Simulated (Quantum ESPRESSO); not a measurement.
## ScSi2 in Quantum ESPRESSO: convergence with smearing width

Input of the first run (smearing width 0.5 eV); the others differ in this setting and in those tied to it:

File pw.in:

```
&CONTROL
  calculation = 'scf'
  prefix = 'pwscf'
  outdir = './tmp'
  pseudo_dir = './pseudo'
  tprnfor = .true.
  tstress = .true.
  disk_io = 'nowf'
/
&SYSTEM
  ibrav = 0
  nat = 3
  ntyp = 2
  ecutwfc = 45
  ecutrho = 360
  nbnd = 16
  occupations = 'smearing'
  smearing = 'fd'
  degauss = 0.03674932
/
&ELECTRONS
  conv_thr = 6d-10
  electron_maxstep = 120
  mixing_beta = 0.5
/
ATOMIC_SPECIES
Sc    44.9559 sc_pbe_v1.uspp.F.UPF
Si    28.0850 si_pbe_v1.uspp.F.UPF
CELL_PARAMETERS angstrom
   3.6600000000    0.0000000000    0.0000000000
  -1.8300000000    3.1696529779    0.0000000000
   0.0000000000    0.0000000000    3.8700000000
ATOMIC_POSITIONS crystal
Sc     0.0000000000    0.0000000000    0.0000000000
Si     0.6666666667    0.3333333333    0.5000000000
Si     0.3333333333    0.6666666667    0.5000000000
K_POINTS automatic
8 8 7 0 0 0
```

Potentials or basis: GBRV 1.5 PBE.

Launch:

```bash
$ OMP_NUM_THREADS=1 pw.x -in pw.in > pw.out
```

Hardware: 1 thread of Arm Neoverse V1, on a shared host.

```tsv
smearing width	energy less the tightest run, at zero smearing (meV/atom)	pressure (GPa)	SCF cycles	CPU time (s)	peak memory (GiB)
0.5 eV	-3.11	26.79	10	27	0.16
0.3 eV	-2.76	25.52	10	25	0.16
0.2 eV	-1.02	25.18	10	25	0.16
0.136 eV	-0.23	25.02	10	25	0.16
0.1 eV	0.00	24.94	10	27	0.16
0.05 eV	0.22	24.92	10	30	0.16
0.025 eV	0.11	24.95	9	27	0.16
0.01 eV	0.00	24.97	9	24	0.16
```

Against the tightest run, the energy stays within 1 meV/atom from 0.136 eV on; the pressure stays within 0.1 GPa from 0.136 eV on. Narrower smearing needs a denser k mesh, so at a fixed mesh the narrowest width isn't the most accurate. The tightest run that finished is the yardstick and may itself not be fully converged.

Caveat, for the tightest run too: so large a pressure means that the cell lies far from this level's equilibrium, or that cutoff or potentials fall short.
